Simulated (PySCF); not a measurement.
**CH₉B₃NP: electronic excitations**

Wanted: the electronic excitations of CH₉B₃NP (`BBPBNC`), by calculation.

Computed with PySCF 2.14.0, with density-fitted response routines of our own, on a single molecule in the gas phase. Atoms are numbered from 0 throughout.

## Step 1: Starting geometry

15 atoms, charge 0, multiplicity 1; geometry from: GFN2-xTB.

Bonds of the start (Å): B0–B1 1.63, B1–P2 1.84, P2–B3 1.88, B3–N4 1.38, N4–C5 1.44, B0–H6 1.18, B0–H7 1.18, B1–H8 1.18, P2–H9 1.38, B3–H10 1.17, N4–H11 1.01, C5–H12 1.09, C5–H13 1.09, C5–H14 1.09.

## Step 2: TDDFT and polarisability: B3LYP/def2-SVPD

What the job is given:

```
{"job": {"kind": "uv", "xc": "B3LYP", "basis": "def2-SVPD", "nstates": 8, "ntriplets": 3}, "charge": 0, "multiplicity": 1}
B      2.017581    -0.796520    -0.661242
B      2.260871     0.583104     0.163044
P      0.932739     1.849920     0.327840
B     -0.718344     1.022432     0.655211
N     -1.019572    -0.149312    -0.010385
C     -2.247960    -0.907739     0.025039
H      2.012730    -0.863522    -1.836913
H      1.817227    -1.824097    -0.120526
H      3.287480     0.897301     0.645314
H      1.209139     2.568310     1.475853
H     -1.517104     1.515755     1.355488
H     -0.324993    -0.572233    -0.615424
H     -2.949652    -0.424225     0.701461
H     -2.700655    -0.964934    -0.968969
H     -2.063902    -1.926249     0.378190
```

Method: TDDFT B3LYP/def2-SVPD, vertical, gas phase, core orbitals frozen in the response.

Launch:

```console
$ OMP_NUM_THREADS=1 python probes_run.py task.json out
```

One launch serves the whole session: the jobs run in the order shown.

Standard output:

```text
coarse grid: 12616 points
cycle   1  E = -513.8735928453  dE =  3.429e-01  |g| = 3.516e-01  |ddm| = 6.066e+00
cycle   2  E = -513.8652586036  dE =  8.334e-03  |g| = 4.139e-01  |ddm| = 1.477e+00
cycle   3  E = -513.9103001754  dE = -4.504e-02  |g| = 9.447e-02  |ddm| = 6.506e-01
cycle   4  E = -513.9124621630  dE = -2.162e-03  |g| = 2.608e-02  |ddm| = 1.822e-01
cycle   5  E = -513.9126352214  dE = -1.731e-04  |g| = 6.835e-03  |ddm| = 5.499e-02
cycle   6  E = -513.9126503640  dE = -1.514e-05  |g| = 1.636e-03  |ddm| = 2.187e-02
cycle   7  E = -513.9126512317  dE = -8.677e-07  |g| = 5.720e-04  |ddm| = 5.079e-03
final grid: 116104 points
cycle   8  E = -513.9797602310  dE = -3.867e-05  |g| = 4.537e-03  |ddm| = 1.546e-01
cycle   9  E = -513.9797560375  dE =  4.193e-06  |g| = 6.260e-03  |ddm| = 1.684e-02
cycle  10  E = -513.9797655240  dE = -9.486e-06  |g| = 9.297e-04  |ddm| = 7.465e-03
cycle  11  E = -513.9797657369  dE = -2.129e-07  |g| = 1.482e-04  |ddm| = 1.595e-03
cycle  12  E = -513.9797657417  dE = -4.788e-09  |g| = 5.163e-05  |ddm| = 3.377e-04
cycle  13  E = -513.9797657425  dE = -8.536e-10  |g| = 1.997e-05  |ddm| = 1.559e-04
converged SCF energy = -513.9797657425

Static polarisability (au): isotropic 95.483, principal 71.091 106.309 109.048

Singlet excitations
state   eV       nm        f      main configurations
  1   3.5794    346.4   0.02633   H->L 0.97
  2   4.6569    266.2   0.03967   H->L+1 0.61, H-2->L 0.17, H-1->L 0.17
  3   4.7833    259.2   0.04883   H-2->L 0.43, H->L+1 0.31, H-1->L 0.20
  4   4.9939    248.3   0.00385   H-1->L 0.61, H-2->L 0.35
  5   5.4706    226.6   0.01131   H-3->L 0.75, H->L+2 0.10
  6   5.6635    218.9   0.00528   H-2->L+1 0.61, H-1->L+1 0.32
  7   5.8151    213.2   0.11131   H->L+2 0.72, H-1->L+1 0.15
  8   5.9915    206.9   0.06306   H-4->L 0.28, H-1->L+1 0.19, H-2->L+1 0.16

Triplet excitations (Tamm-Dancoff, eV): 3.1728 3.8095 4.1126
```

Run time: 44 s. Hardware: 1 thread of Arm Neoverse N1, shared host; peak memory 0.78 GiB.

The orbitals next to the gap, with their largest atomic shares:

```tsv
orbital	eV	atoms
HOMO−3	-8.60	P2 20 %, B3 19 %, B1 15 %
HOMO−2	-8.34	B1 30 %, B0 27 %, P2 17 %
HOMO−1	-8.05	N4 30 %, B3 18 %, P2 12 %
HOMO	-6.63	P2 47 %, B1 14 %, N4 14 %
LUMO	-2.20	B0 42 %, B1 17 %, H6 8 %
LUMO+1	-1.29	B1 40 %, B0 18 %, P2 17 %
LUMO+2	-0.19	B3 36 %, P2 19 %, N4 15 %
```

With each of the 8 states as a Gaussian band of 0.4 eV half-width at 1/e, the curve within the window shown has maxima at 346 nm (ε 1,100), 262 nm (ε 3,600), 212 nm (ε 7,100) L/(mol cm). Beyond the last state computed it falls off for lack of states. The curve at chosen wavelengths:

```json
{"nm": "197", "ε (L/mol/cm)": "2571"}
{"nm": "206", "ε (L/mol/cm)": "6208"}
{"nm": "215", "ε (L/mol/cm)": "6765"}
{"nm": "223", "ε (L/mol/cm)": "4487"}
{"nm": "232", "ε (L/mol/cm)": "2264"}
{"nm": "241", "ε (L/mol/cm)": "1952"}
{"nm": "250", "ε (L/mol/cm)": "2847"}
{"nm": "258", "ε (L/mol/cm)": "3537"}
{"nm": "267", "ε (L/mol/cm)": "3431"}
{"nm": "276", "ε (L/mol/cm)": "2552"}
{"nm": "285", "ε (L/mol/cm)": "1537"}
{"nm": "293", "ε (L/mol/cm)": "888"}
{"nm": "302", "ε (L/mol/cm)": "541"}
{"nm": "311", "ε (L/mol/cm)": "513"}
{"nm": "320", "ε (L/mol/cm)": "666"}
{"nm": "328", "ε (L/mol/cm)": "847"}
{"nm": "337", "ε (L/mol/cm)": "1008"}
{"nm": "346", "ε (L/mol/cm)": "1067"}
{"nm": "355", "ε (L/mol/cm)": "1017"}
{"nm": "363", "ε (L/mol/cm)": "900"}
{"nm": "372", "ε (L/mol/cm)": "728"}
{"nm": "381", "ε (L/mol/cm)": "549"}
{"nm": "390", "ε (L/mol/cm)": "391"}
{"nm": "398", "ε (L/mol/cm)": "276"}
{"nm": "407", "ε (L/mol/cm)": "180"}
{"nm": "416", "ε (L/mol/cm)": "113"}
```

Further results of this job:

```tsv
property	computed
dipole moment (D)	1.84
polarisability (Å³)	14.15
HOMO–LUMO gap (eV)	4.44
−ε(HOMO) (eV)	6.63
```

## Step 3: Summary of results

```
                                quantity                        value
        lowest singlet (B3LYP/def2-SVPD)  3.58 eV (346 nm), f = 0.026
brightest single state of those computed  state 7, 5.82 eV, f = 0.111
                          lowest triplet                      3.17 eV
```

What this shows: The first singlet state (HOMO→LUMO 0.97) lies at 3.58 eV and is weak; of the 8 states computed, the strongest absorption comes from state 7 at 5.82 eV (the last state computed is bright too, and its partners may lie past the list). The lowest triplet lies 0.41 eV below the lowest singlet (triplets in Tamm-Dancoff, singlets in full TDDFT).
